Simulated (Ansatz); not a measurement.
# Al₃FH₅NO: small, medium and large basis sets

One table from this session's results is given with a row withheld; the runs are named, their logs left out.

Program: Ansatz 0.2.0, Gaussian basis. Level of theory: one geometry, several basis sets. These are calculated values, not measurements.

Plan: PBE0-D4/def2-SVP; ωB97M-V/def2-SVP; PBE0-D4/def2-QZVPP; ωB97M-V/def2-QZVPP; the functionals' def2-TZVPP values are taken from earlier runs.

## Structure used throughout

An earlier PBE0-D4 in a triple-zeta def2 set relaxation fixed the geometry.

SMILES `[NH2][AlH][AlH][O][AlH][F]`, 11 atoms, charge 0, spin multiplicity 1.

Atoms are counted from 1 here; the program's logs count them from 0.

Bond lengths: N1–Al2 1.770 Å, N1–H7 1.010 Å, N1–H8 1.008 Å, Al2–Al3 2.591 Å, Al2–H9 1.593 Å, Al3–O4 1.707 Å, Al3–H10 1.593 Å, O4–Al5 1.670 Å, Al5–F6 1.657 Å, Al5–H11 1.565 Å. Angles: Al2–N1–H7 124.4°, Al2–N1–H8 125.3°, H7–N1–H8 110.4°, N1–Al2–Al3 113.3°, N1–Al2–H9 116.6°, Al3–Al2–H9 130.0°, Al2–Al3–O4 113.6°, Al2–Al3–H10 131.4°, O4–Al3–H10 115.0°, Al3–O4–Al5 151.3°, O4–Al5–F6 118.0°, O4–Al5–H11 124.4°, F6–Al5–H11 117.6°.

Set-up of the first run:

in.yaml reads:

```yaml
crystal:
  periodic: [false, false, false]
  atoms:
    - {symbol: N, position_ang: [-1.696848, 1.167989, 0.061854]}
    - {symbol: Al, position_ang: [-1.202116, 0.548518, -1.520438]}
    - {symbol: Al, position_ang: [0.941199, -0.904631, -1.429228]}
    - {symbol: O, position_ang: [1.591856, -1.065523, 0.140268]}
    - {symbol: Al, position_ang: [1.559922, -0.745550, 1.778522]}
    - {symbol: F, position_ang: [0.326807, 0.193936, 2.363454]}
    - {symbol: H, position_ang: [-1.205349, 0.984873, 0.925307]}
    - {symbol: H, position_ang: [-2.502421, 1.749263, 0.233465]}
    - {symbol: H, position_ang: [-2.114284, 0.951886, -2.762314]}
    - {symbol: H, position_ang: [1.748740, -1.664265, -2.573651]}
    - {symbol: H, position_ang: [2.617691, -1.273496, 2.803460]}
basis:
  gaussian: {orbitals: def2-SVP}
hamiltonian: {xc: pbe0, dispersion: d4}
output: {orbitals: {seedname: orbitals}}
```

On the command line:

```bash
$ ansatz run in.yaml --threads 4 --pin off --events-out ev --progress --plain --max-ram 10444MiB
```

Among the steps run: PBE0-D4 in def2-SVP; ωB97M-V in def2-SVP; PBE0-D4 in def2-QZVPP; ωB97M-V in def2-QZVPP.

One of the session's tables, all rows but one given; the rest of the session is left out.

It belongs to the step «Functionals by basis». 

| functional | basis | HOMO (eV) | LUMO (eV) |
| --- | --- | --- | --- |
| PBE0-D4 | def2-SVP | -6.67 | -1.92 |
| PBE0-D4 | def2-TZVPP | ? | ? |
| PBE0-D4 | def2-QZVPP | -6.74 | -2.08 |
| ωB97M-V | def2-SVP | -8.57 | -0.18 |
| ωB97M-V | def2-TZVPP | -8.66 | -0.38 |
| ωB97M-V | def2-QZVPP | -8.69 | -0.51 |

**Question.** Estimate the row for PBE0-D4, def2-TZVPP.

As computed: HOMO (eV): -6.73; LUMO (eV): -2.05. In the column «HOMO (eV)» it lies between PBE0-D4, def2-QZVPP (-6.74) and PBE0-D4, def2-SVP (-6.67).
